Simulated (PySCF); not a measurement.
# C₇H₇Cl: excited states, first hyperpolarisability

Aim: compute the excited states, first hyperpolarisability of C₇H₇Cl (`Cc1ccc(Cl)cc1`).

Programs: PySCF 2.14.0, with routines of our own; each step states its level. All values are computed. Atoms count from 0.

## (1) The system as given

15 atoms, charge 0, multiplicity 1; geometry from: GFN2-xTB.

## (2) Optimising the geometry at PBE0-D3(BJ)/def2-SVP

What the job is given:

```
{"job": {"xc": "PBE0", "basis": "def2-SVP", "d3": "d3bj", "grid": 2, "kind": "geom"}, "charge": 0, "multiplicity": 1}
C     -2.246160    -0.214570    -0.055582
C     -0.756202    -0.069185    -0.006840
C      0.061009    -1.185489     0.123366
C      1.438425    -1.064583     0.151785
C      2.010243     0.192316     0.045592
Cl     3.733639     0.355631     0.083140
C      1.217343     1.319822    -0.088680
C     -0.158571     1.180750    -0.113650
H     -2.569335    -1.081814     0.514714
H     -2.573556    -0.349188    -1.086769
H     -2.736333     0.671779     0.339108
H     -0.385802    -2.165749     0.204219
H      2.064979    -1.936692     0.256296
H      1.672827     2.294390    -0.171423
H     -0.776920     2.060573    -0.217190
```

On the command line:

```console
> OMP_NUM_THREADS=1 python excited_run.py task.json out
```

The driver reads the jobs from task.json and runs them one after another.

Output:

```text
step   0  E = -730.36456433  max force = 0.009548
step   1  E = -730.36591314  max force = 0.001818
step   2  E = -730.36592658  max force = 0.000937
step   3  E = -730.36593197  max force = 0.000575
step   4  E = -730.36593405  max force = 0.000158
optimisation converged
```

Run time: 45 s. Hardware: 1 thread of Arm Neoverse V2, shared host; peak memory 0.73 GiB.

Along the way:

| step | energy from step 0 (eV) | largest force component (eV/Å) |
| --- | --- | --- |
| 0 | 0.0000 | 0.4910 |
| 1 | -0.0367 | 0.0935 |
| 2 | -0.0371 | 0.0482 |
| 3 | -0.0372 | 0.0296 |
| 4 | -0.0373 | 0.0081 |

Distances of close pairs at the start and the end, largest changes first:

| bond | before (Å) | after (Å) | change (Å) |
| --- | --- | --- | --- |
| C2–H11 | 1.080 | 1.094 | +0.013 |
| C7–H14 | 1.080 | 1.094 | +0.013 |
| C0–H9 | 1.090 | 1.103 | +0.013 |
| C0–H10 | 1.087 | 1.100 | +0.013 |
| C0–H8 | 1.087 | 1.100 | +0.013 |
| C3–H12 | 1.079 | 1.091 | +0.012 |
| C6–H13 | 1.079 | 1.091 | +0.012 |
| C1–C2 | 1.390 | 1.400 | +0.010 |

The next job starts from the end point, and lists it.

| at the end point | value |
| --- | --- |
| point group (found at 0.08 Å tolerance) | Cs |
| rotational constants (GHz, main isotopes) | 5.528, 0.967, 0.828 |
| dipole moment (D) | 2.05 |

## (3) Excited states: TDA wB97X-D/def2-TZVP

What the job is given:

```
{"job": {"kind": "states", "xc": "wB97X-D", "basis": "def2-TZVP", "tda": true, "soc": true, "nstates": 6, "ntriplets": 5, "nquad": 4}, "charge": 0, "multiplicity": 1}
C     -1.592502    -0.022032     0.000586
C     -0.099823     0.122781     0.058954
C      0.730434    -0.996142     0.192673
C      2.117117    -0.875742     0.216583
C      2.693699     0.387758     0.106469
Cl     4.419682     0.551792     0.137983
C      1.893476     1.520819    -0.023690
C      0.508762     1.378875    -0.045467
H     -1.935876    -0.895232     0.573986
H     -1.935192    -0.157996    -1.039023
H     -2.100132     0.869054     0.397384
H      0.283132    -1.989918     0.282985
H      2.755134    -1.754565     0.323567
H      2.357938     2.505056    -0.103507
H     -0.114327     2.272079    -0.144377
```

With the program's defaults for keys left out, this is: TDA wB97X-D/def2-TZVP excited states, vertical, gas phase, spin-orbit mean-field couplings.

Output:

```text
coarse grid: 13568 points
cycle   1  E = -731.1461373016  dE =  1.522e+00  |g| = 3.425e-01  |ddm| = 3.313e+00
cycle   2  E = -731.1616872958  dE = -1.555e-02  |g| = 2.957e-01  |ddm| = 9.940e-01
cycle   3  E = -731.1802098089  dE = -1.852e-02  |g| = 6.453e-02  |ddm| = 2.457e-01
cycle   4  E = -731.1812381741  dE = -1.028e-03  |g| = 2.800e-02  |ddm| = 1.209e-01
cycle   5  E = -731.1814360449  dE = -1.979e-04  |g| = 5.325e-03  |ddm| = 4.877e-02
cycle   6  E = -731.1814438194  dE = -7.775e-06  |g| = 2.152e-03  |ddm| = 1.976e-02
final grid: 127808 points
cycle   7  E = -731.1702344431  dE = -1.823e-04  |g| = 5.505e-03  |ddm| = 2.758e-01
cycle   8  E = -731.1702372311  dE = -2.788e-06  |g| = 4.591e-03  |ddm| = 2.414e-02
cycle   9  E = -731.1702417719  dE = -4.541e-06  |g| = 8.043e-04  |ddm| = 4.435e-03
cycle  10  E = -731.1702418983  dE = -1.264e-07  |g| = 4.913e-04  |ddm| = 1.808e-03
cycle  11  E = -731.1702419595  dE = -6.123e-08  |g| = 5.648e-05  |ddm| = 6.043e-04
cycle  12  E = -731.1702419607  dE = -1.183e-09  |g| = 2.708e-05  |ddm| = 2.473e-04
cycle  13  E = -731.1702419609  dE = -2.258e-10  |g| = 6.246e-06  |ddm| = 7.608e-05
converged SCF energy = -731.1702419609

Singlet excitations
state   eV       nm        f     d(h-e)  d(exc)  Lambda  PR(NTO)  |dmu|/D   mu/D   main configurations
  1   5.2693   235.3   0.00709   0.198   2.819   0.659   1.819    0.621    1.574   H->L 0.66, H-1->L+1 0.33
  2   6.0770   204.0   0.13697   0.288   2.928   0.832   1.717    0.826    1.369   H->L+1 0.72, H-1->L 0.26
  3   6.6935   185.2   0.00019   0.950   3.111   0.473   1.033    3.082    5.275   H->L+2 0.83
  4   7.2742   170.4   0.53594   0.537   2.958   0.637   2.085    1.538    0.657   H-1->L+1 0.59, H->L 0.30
  5   7.3419   168.9   1.11048   0.419   2.839   0.844   1.937                     H-1->L 0.66, H->L+1 0.23
  6   7.4967   165.4   0.00000   1.702   3.254   0.314   1.022                     H-2->L+1 0.88

Triplet excitations (Tamm-Dancoff)
state   eV     d(h-e)  d(exc)  Lambda  PR(NTO)   main configurations
  1   4.0239   0.103   2.593   0.825   1.697   H->L+1 0.70, H-1->L 0.24
  2   4.4954   0.173   2.795   0.661   1.111   H->L 0.92
  3   4.7277   0.062   2.653   0.872   1.639   H-1->L 0.73, H->L+1 0.25
  4   5.2436   0.015   2.674   0.650   1.110   H-1->L+1 0.94
  5   6.2131   0.854   2.920   0.470   1.021   H->L+2 0.74, H->L+3 0.09
S1 - T1 = 1.2454 eV

Spin-orbit couplings |<S|Hso|T>| (cm-1)
             T1       T2       T3       T4       T5
S0        0.507    0.629    0.655    0.415  153.785
S1        0.063    0.042    0.046    0.010    0.339
S2        0.725    0.062    0.341    0.085   16.086
S3       23.234    1.910   13.354    0.041    0.108
S4        0.439    0.652    0.320    1.178    7.292
S5        0.736    0.292    0.387    0.088   12.082
S6       67.823    1.394   42.780    2.003    2.324
T1 sublevels (cm-1): 0.000 0.157 0.164   radiative rates (1/s): 0.06 7 0.00904
```

Run time: 70 s. Hardware: 1 thread of Arm Neoverse V2, shared host; peak memory 1.1 GiB.

From this job:

| quantity | value |
| --- | --- |
| S1 less T1 | 1.25 eV |

The fields below are evaluated on a grid from the run's orbitals.

Frontier orbitals at wB97X-D/def2-TZVP, with the share of their density that lies nearest to each atom:

| orbital | energy (eV) | lies on |
| --- | --- | --- |
| HOMO | -8.57 | C1, C4 about 21 % each; Cl5 20 %; 4 C atoms about 7 % each |
| LUMO | 1.20 | 4 C atoms about 17 % each |

ELF in a plane through or near 12 of the atoms.

Ten even steps from '0' (0.00) to '9' (1.00):
```
0000000000000000000000000000
0000000000000000000000000000
0000000000000000000000000000
0000000047600078610000000000
0000000299940199950000000000
0000000199961499940010000000
0001451049947589602885000000
0004786104239435206997000000
0015898527637468337985000000
0015722761530263481252000000
0015732772530254594352000000
0015898527637468337985000000
0004786104229315106997000000
0001451049857589602886000000
0000000199961499940010000000
0000000299950299950000000000
0000000047600068610000000000
0000000000000000000000000000
0000000000000000000000000000
0000000000000000000000000000
```
The map spans 12.7 Å across and 9.5 Å up, centred on the molecule. Atoms in the plane (x, y in Å): C0 (2.3, 0.0), C1 (0.8, 0.0), C2 (0.0, -1.2), C3 (-1.3, -1.2), C4 (-2.0, 0.0), Cl5 (-3.8, 0.0), C6 (-1.3, 1.2), C7 (0.0, 1.2), H11 (0.6, -2.2), H12 (-1.9, -2.1), H13 (-1.9, 2.1), H14 (0.6, 2.2).

log10 of the density (e/Å³) in the same plane.

Values, 10 rows by 14 columns:
```
-4.0 -4.0 -4.0 -4.0 -4.0 -4.0 -4.0 -4.0 -4.0 -4.0 -4.0 -4.0 -4.0 -4.0
-4.0 -4.0 -4.0 -3.8 -2.9 -2.7 -3.0 -2.6 -2.8 -3.8 -4.0 -4.0 -4.0 -4.0
-4.0 -4.0 -3.3 -2.6 -1.3 -0.7 -1.4 -0.7 -1.1 -2.6 -3.1 -3.8 -4.0 -4.0
-4.0 -2.6 -1.7 -1.4 -0.9  0.3  0.0  0.3 -0.6 -1.3 -1.4 -2.6 -3.9 -4.0
-3.6 -1.8 -0.4  0.0 -0.4  0.3  0.1  0.4 -0.3 -0.1 -0.4 -2.0 -3.5 -4.0
-3.4 -1.5  0.0  1.1  0.1  0.2 -0.6  0.2  0.3  0.9 -0.3 -2.0 -3.4 -4.0
-3.8 -2.1 -1.0 -0.7 -0.8  0.8  0.3  0.7 -0.6 -0.7 -0.7 -2.2 -3.7 -4.0
-4.0 -3.4 -2.6 -2.2 -0.9  0.0 -0.8  0.0 -0.7 -2.1 -2.3 -3.3 -4.0 -4.0
-4.0 -4.0 -4.0 -3.3 -2.2 -1.8 -2.4 -1.8 -2.0 -3.2 -3.9 -4.0 -4.0 -4.0
-4.0 -4.0 -4.0 -4.0 -3.9 -3.7 -4.0 -3.7 -3.8 -4.0 -4.0 -4.0 -4.0 -4.0
```
The map spans 12.7 Å across and 9.5 Å up, centred on the molecule. Atoms in the plane (x, y in Å): C0 (2.3, 0.0), C1 (0.8, 0.0), C2 (0.0, -1.2), C3 (-1.3, -1.2), C4 (-2.0, 0.0), Cl5 (-3.8, 0.0), C6 (-1.3, 1.2), C7 (0.0, 1.2), H11 (0.6, -2.2), H12 (-1.9, -2.1), H13 (-1.9, 2.1), H14 (0.6, 2.2).

On the surface of density 0.002 e/bohr³ the electrostatic potential runs, from the 1st to the 99th percentile, from -0.60 V near Cl5 to 1.00 V near H11.

## (4) Excited states: TDDFT CAM-B3LYP/aug-cc-pVDZ

Settings changed since step 3:

```diff
@@ -1,2 +1,2 @@
-{"job": {"kind": "states", "xc": "wB97X-D", "basis": "def2-TZVP", "tda": true, "soc": true, "nstates": 6, "ntriplets": 5, "nquad": 4}, "charge": 0, "multiplicity": 1}
+{"job": {"kind": "states", "xc": "CAM-B3LYP", "basis": "aug-cc-pVDZ", "tpa": true, "nstates": 8, "nquad": 6, "ntriplets": 0}, "charge": 0, "multiplicity": 1}
 C     -1.592502    -0.022032     0.000586
```

Method: TDDFT CAM-B3LYP/aug-cc-pVDZ excited states, vertical, gas phase, two-photon moments by quadratic response.

Output:

```text
coarse grid: 13568 points
cycle   1  E = -730.9873973459  dE =  1.496e+00  |g| = 3.328e-01  |ddm| = 4.760e+01
cycle   2  E = -730.9969015340  dE = -9.504e-03  |g| = 3.182e-01  |ddm| = 5.307e+00
cycle   3  E = -731.0202268835  dE = -2.333e-02  |g| = 7.070e-02  |ddm| = 2.233e+00
cycle   4  E = -731.0214227773  dE = -1.196e-03  |g| = 3.130e-02  |ddm| = 5.154e-01
cycle   5  E = -731.0216816678  dE = -2.589e-04  |g| = 6.450e-03  |ddm| = 2.526e-01
cycle   6  E = -731.0216918089  dE = -1.014e-05  |g| = 1.192e-03  |ddm| = 5.353e-02
cycle   7  E = -731.0216923148  dE = -5.059e-07  |g| = 4.870e-04  |ddm| = 1.224e-02
final grid: 127808 points
cycle   8  E = -731.0481852641  dE = -1.870e-05  |g| = 3.745e-03  |ddm| = 6.475e-01
cycle   9  E = -731.0481858033  dE = -5.391e-07  |g| = 3.556e-03  |ddm| = 7.534e-02
cycle  10  E = -731.0481892480  dE = -3.445e-06  |g| = 2.433e-04  |ddm| = 2.754e-02
cycle  11  E = -731.0481892606  dE = -1.267e-08  |g| = 1.230e-04  |ddm| = 2.289e-03
cycle  12  E = -731.0481892643  dE = -3.647e-09  |g| = 2.339e-05  |ddm| = 1.629e-03
cycle  13  E = -731.0481892644  dE = -1.407e-10  |g| = 8.913e-06  |ddm| = 2.711e-04
converged SCF energy = -731.0481892644

Singlet excitations
state   eV       nm        f     d(h-e)  d(exc)  Lambda  PR(NTO)  |dmu|/D   mu/D   delta(TPA)   sigma/GM   main configurations
  1   5.1599   240.3   0.00709   0.197   2.879   0.612   1.768    0.667    1.600        0.60      0.006   H->L+1 0.72, H-1->L+2 0.23
  2   5.7611   215.2   0.12232   0.309   3.112   0.737   1.653    0.950    1.328       14.84      0.180   H->L+2 0.75, H-1->L+1 0.20
  3   6.0564   204.7   0.00028   0.740   4.521   0.225   1.033    3.064    0.799        9.35      0.126   H->L 0.77, H->L+4 0.09
  4   6.5377   189.6   0.00430   1.414   3.891   0.314   1.057    5.715    7.981       27.60      0.432   H->L+5 0.38, H->L+8 0.37
  5   6.6326   186.9   0.29501   0.436   3.555   0.508   2.066    1.457    0.894        2.36      0.038   H-1->L+2 0.61, H->L+1 0.22, H->L+3 0.12
  6   6.6412   186.7   0.00211   1.143   5.203   0.205   1.082    4.750    2.484        1.20      0.019   H->L+4 0.75, H->L 0.10
  7   6.6598   186.2   0.05143   0.678   4.988   0.173   1.257                                            H->L+3 0.81, H-1->L+2 0.09
  8   6.7197   184.5   0.00013   0.481   4.366   0.195   1.074                                            H-1->L 0.75, H-1->L+4 0.12
```

Run time: 65 s. Hardware: 1 thread of Arm Neoverse V2, shared host; peak memory 1.1 GiB.

## (5) First hyperpolarisability: quadratic response CAM-B3LYP/aug-cc-pVDZ

Settings changed since step 4:

```diff
@@ -1,2 +1,2 @@
-{"job": {"kind": "states", "xc": "CAM-B3LYP", "basis": "aug-cc-pVDZ", "tpa": true, "nstates": 8, "nquad": 6, "ntriplets": 0}, "charge": 0, "multiplicity": 1}
+{"job": {"kind": "beta", "xc": "CAM-B3LYP", "basis": "aug-cc-pVDZ"}, "charge": 0, "multiplicity": 1}
 C     -1.592502    -0.022032     0.000586
```

Method: quadratic response CAM-B3LYP/aug-cc-pVDZ first hyperpolarisability, Taylor convention, gas phase.

Output:

```text
coarse grid: 13568 points
cycle   1  E = -730.9873973459  dE =  1.496e+00  |g| = 3.328e-01  |ddm| = 4.760e+01
cycle   2  E = -730.9969015340  dE = -9.504e-03  |g| = 3.182e-01  |ddm| = 5.307e+00
cycle   3  E = -731.0202268835  dE = -2.333e-02  |g| = 7.070e-02  |ddm| = 2.233e+00
cycle   4  E = -731.0214227773  dE = -1.196e-03  |g| = 3.130e-02  |ddm| = 5.154e-01
cycle   5  E = -731.0216816678  dE = -2.589e-04  |g| = 6.450e-03  |ddm| = 2.526e-01
cycle   6  E = -731.0216918089  dE = -1.014e-05  |g| = 1.192e-03  |ddm| = 5.353e-02
cycle   7  E = -731.0216923148  dE = -5.059e-07  |g| = 4.870e-04  |ddm| = 1.224e-02
final grid: 127808 points
cycle   8  E = -731.0481852641  dE = -1.870e-05  |g| = 3.745e-03  |ddm| = 6.475e-01
cycle   9  E = -731.0481858033  dE = -5.391e-07  |g| = 3.556e-03  |ddm| = 7.534e-02
cycle  10  E = -731.0481892480  dE = -3.445e-06  |g| = 2.433e-04  |ddm| = 2.754e-02
cycle  11  E = -731.0481892606  dE = -1.267e-08  |g| = 1.230e-04  |ddm| = 2.289e-03
cycle  12  E = -731.0481892643  dE = -3.647e-09  |g| = 2.339e-05  |ddm| = 1.629e-03
cycle  13  E = -731.0481892644  dE = -1.407e-10  |g| = 8.913e-06  |ddm| = 2.711e-04
converged SCF energy = -731.0481892644

Lowest singlets (eV, f): 5.1599 0.0071  5.7611 0.1223  6.0564 0.0003

First hyperpolarisability (au)
process     nm      |vector|   parallel      HRS      DR
static         -      122.78     -73.67      46.45   7.299
shg       1907.0      130.54     -78.32      49.47   7.256
eope      1907.0      125.28     -75.17          -       -
shg       1064.0      151.01      -90.6      57.47   7.163
eope      1064.0      131.12     -78.67          -       -
```

Run time: 53 s. Hardware: 1 thread of Arm Neoverse V2, shared host; peak memory 1.1 GiB.

## (6) What came out

```
                                                   quantity                                                value
                                                point group                                                   Cs
                       rotational constants (main isotopes)                                 5.53, 0.97, 0.83 GHz
                 S1 less T1 (step 3, TDA wB97X-D/def2-TZVP)                                              1.25 eV
                      surface potential, 1st and 99th percentile                                   -0.60 V and 1.00 V
β vector (step 5, quadratic response CAM-B3LYP/aug-cc-pVDZ)  static 123, SHG 1907.0 nm 131, SHG 1064.0 nm 151 au
```

The optimisation took 4 steps and gained 0.037 eV; among the close pairs (by a distance rule), C2–H11 changed most, from 1.080 to 1.094 Å. In step 3, the number of triplets below S1 is 4, and the largest singlet-triplet spin-orbit coupling is S0–T5, 153.78 cm⁻¹. β grows from 123 au (static) to 151 au for doubling at 1064.0 nm: normal dispersion, which grows as twice the photon energy moves toward the bright states.
